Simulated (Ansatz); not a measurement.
# C2H9AlGe: a ladder of functionals and wavefunction methods

The task here is to estimate one member of a computed series from the others.

Computed with Ansatz 0.2.0, Gaussian basis. Level: functionals in def2-TZVPP, the program's frozen cores in correlated methods.

The runs, in order: PBE-D4, r2SCAN-D4, PBE0-D4, B3LYP-D4, ωB97X-V, ωB97M-V, B2PLYP; CCSD(T)/def2-TZVPP; MP2/def2-QZVPP; extrapolation to the limit.

## The geometry

All runs share one geometry, relaxed beforehand with PBE0-D4 in a triple-zeta def2 set.

SMILES `C[CH]([AlH2])[GeH3]`, 13 atoms, charge 0, spin multiplicity 1.

Atoms are counted from 1 here; the program's logs count them from 0.

Bond lengths: C1–C2 1.533 Å, C1–H5 1.094 Å, C1–H6 1.095 Å, C1–H7 1.094 Å, C2–Al3 1.953 Å, C2–Ge4 1.967 Å, C2–H8 1.098 Å, Al3–H9 1.589 Å, Al3–H10 1.590 Å, Ge4–H11 1.542 Å, Ge4–H12 1.540 Å, Ge4–H13 1.545 Å. Angles: C2–C1–H5 111.8°, C2–C1–H6 112.4°, C2–C1–H7 111.5°, H5–C1–H6 107.0°, H5–C1–H7 106.6°, H6–C1–H7 107.0°, C1–C2–Al3 115.4°, C1–C2–Ge4 110.3°, C1–C2–H8 110.7°, Al3–C2–Ge4 108.8°, Al3–C2–H8 107.5°, Ge4–C2–H8 103.5°, C2–Al3–H9 119.9°, C2–Al3–H10 119.6°, H9–Al3–H10 120.5°, C2–Ge4–H11 109.9°, C2–Ge4–H12 111.4°, C2–Ge4–H13 110.3° and more.

Geometry (Å):

```
atom     x (Å)     y (Å)     z (Å)
  C1  -0.11644   1.12170  -1.10119
  C2  -0.34787   0.33008   0.19084
 Al3   1.01405   0.56464   1.57047
 Ge4  -0.52175  -1.58877  -0.20745
  H5  -0.11104   2.20090  -0.92192
  H6  -0.88651   0.92601  -1.85525
  H7   0.84740   0.87499  -1.55581
  H8  -1.31793   0.58808   0.63663
  H9   0.71146   0.12049   3.06588
 H10   2.43163   1.16973   1.18035
 H11  -1.53664  -1.79693  -1.34959
 H12  -0.98084  -2.38070   1.03139
 H13   0.83488  -2.16522  -0.66945
```

Set-up of the first run:

in.yaml reads:

```yaml
crystal:
  periodic: [false, false, false]
  atoms:
    - {symbol: C, position_ang: [-0.116438, 1.121696, -1.101190]}
    - {symbol: C, position_ang: [-0.347871, 0.330084, 0.190839]}
    - {symbol: Al, position_ang: [1.014050, 0.564638, 1.570468]}
    - {symbol: Ge, position_ang: [-0.521749, -1.588774, -0.207449]}
    - {symbol: H, position_ang: [-0.111041, 2.200896, -0.921915]}
    - {symbol: H, position_ang: [-0.886511, 0.926010, -1.855252]}
    - {symbol: H, position_ang: [0.847395, 0.874994, -1.555809]}
    - {symbol: H, position_ang: [-1.317928, 0.588078, 0.636631]}
    - {symbol: H, position_ang: [0.711460, 0.120488, 3.065876]}
    - {symbol: H, position_ang: [2.431627, 1.169733, 1.180353]}
    - {symbol: H, position_ang: [-1.536636, -1.796932, -1.349591]}
    - {symbol: H, position_ang: [-0.980839, -2.380698, 1.031387]}
    - {symbol: H, position_ang: [0.834883, -2.165216, -0.669448]}
basis:
  gaussian: {orbitals: def2-TZVPP}
hamiltonian: {xc: pbe, dispersion: d4}
output: {forces: true, orbitals: {seedname: orbitals}}
```

Launch:

```bash
ansatz run in.yaml --threads 4 --pin off --events-out ev --progress --plain --max-ram 10444MiB
```

Among the steps run: PBE-D4 (GGA); r2SCAN-D4 (meta-GGA); PBE0-D4 (hybrid); B3LYP-D4 (hybrid); ωB97X-V (range-separated); ωB97M-V (range-separated); B2PLYP (double hybrid); CCSD(T) in def2-TZVPP; MP2 in def2-QZVPP.

One table of the session follows, with a row left open; its other results are not shown here.

| method | atomisation energy (kJ/mol) |
| --- | --- |
| PBE-D4 | 4138.9 |
| r2SCAN-D4 | 4148.4 |
| PBE0-D4 | 4120.6 |
| B3LYP-D4 | 4131.6 |
| ωB97X-V | 4161.6 |
| ωB97M-V | 4139.1 |
| B2PLYP | 4088.0 |
| HF/def2-TZVPP | 3128.9 |
| MP2/def2-TZVPP | ? |
| CCSD/def2-TZVPP | 4032.2 |
| CCSD(T)/def2-TZVPP | 4074.5 |
| MP2/CBS | 4147.4 |
| CCSD(T)/CBS | 4156.0 |

Estimate the missing values for MP2/def2-TZVPP.

The run gave: atomisation energy (kJ/mol): 4065.9. In the column «atomisation energy (kJ/mol)» it lies between CCSD/def2-TZVPP (4032.2) and CCSD(T)/def2-TZVPP (4074.5).
